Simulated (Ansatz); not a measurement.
# C2H7FOSi2: the cost of one run

All numbers below are computed with Ansatz 0.2.0 (RKS revPBE-D4/STO-3G).

## 1. The system as given

Bond lengths: O1–C2 1.452 Å, C2–Si3 1.914 Å, C2–C4 1.501 Å, C2–Si5 1.775 Å, Si5–F6 1.624 Å, O1–H7 0.947 Å, Si3–H8 1.495 Å, Si3–H9 1.528 Å, Si3–H10 1.508 Å, C4–H11 1.137 Å, C4–H12 1.042 Å, Si5–H13 1.539 Å. Angles (14 of 19 angles, heavy atoms first): O1–C2–Si3 109.8°, O1–C2–C4 115.6°, O1–C2–Si5 120.4°, Si3–C2–C4 112.9°, Si3–C2–Si5 108.7°, C4–C2–Si5 88.0°, C2–Si5–F6 115.7°, C2–O1–H7 111.7°, C2–Si3–H8 110.5°, C2–Si3–H9 111.1°, C2–Si3–H10 112.9°, C2–C4–H11 112.1°, C2–C4–H12 123.2°, C2–Si5–H13 120.5°.

As a file:

```xyz
13

O    -1.3145   -1.4212   -0.2148
C    -0.3870   -0.3130   -0.0731
Si    1.1460   -0.8760    0.9248
C    -0.0265    0.3990   -1.3447
Si   -0.9420    1.2467    0.5680
F     0.2176    2.3519    0.8353
H    -1.0677   -1.9960   -0.9260
H     1.7108   -2.1364    0.3521
H     0.7959   -1.0961    2.3959
H     2.2669    0.1330    0.8958
H    -0.9427    0.6524   -1.9678
H     0.7527    1.0878   -1.4120
H    -2.1888    1.9332   -0.0185
```

## 2. End point A

File input.yaml:

```yaml
crystal:
  periodic: [false, false, false]
  atoms:
    - { symbol: O, position_ang: [-1.3145, -1.4212, -0.2148] }
    - { symbol: C, position_ang: [-0.387, -0.313, -0.0731] }
    - { symbol: Si, position_ang: [1.146, -0.876, 0.9248] }
    - { symbol: C, position_ang: [-0.0265, 0.399, -1.3447] }
    - { symbol: Si, position_ang: [-0.942, 1.2467, 0.568] }
    - { symbol: F, position_ang: [0.2176, 2.3519, 0.8353] }
    - { symbol: H, position_ang: [-1.0677, -1.996, -0.926] }
    - { symbol: H, position_ang: [1.7108, -2.1364, 0.3521] }
    - { symbol: H, position_ang: [0.7959, -1.0961, 2.3959] }
    - { symbol: H, position_ang: [2.2669, 0.133, 0.8958] }
    - { symbol: H, position_ang: [-0.9427, 0.6524, -1.9678] }
    - { symbol: H, position_ang: [0.7527, 1.0878, -1.412] }
    - { symbol: H, position_ang: [-2.1888, 1.9332, -0.0185] }
basis:
  gaussian: { orbitals: STO-3G }
hamiltonian:
  xc: revpbe
  dispersion: d4
relax:
  f_tol: 0.02
  max_steps: 50
```

Run with:

```console
$ ansatz run input.yaml --threads 1 --pin off --max-ram 2048MiB --backend cpu --events-out ev --progress --plain --runs-dir out
```

What time and memory should one allow on 1 thread of Arm Neoverse V2, shared host?

About 61 s, with a peak of 0.17 GiB.
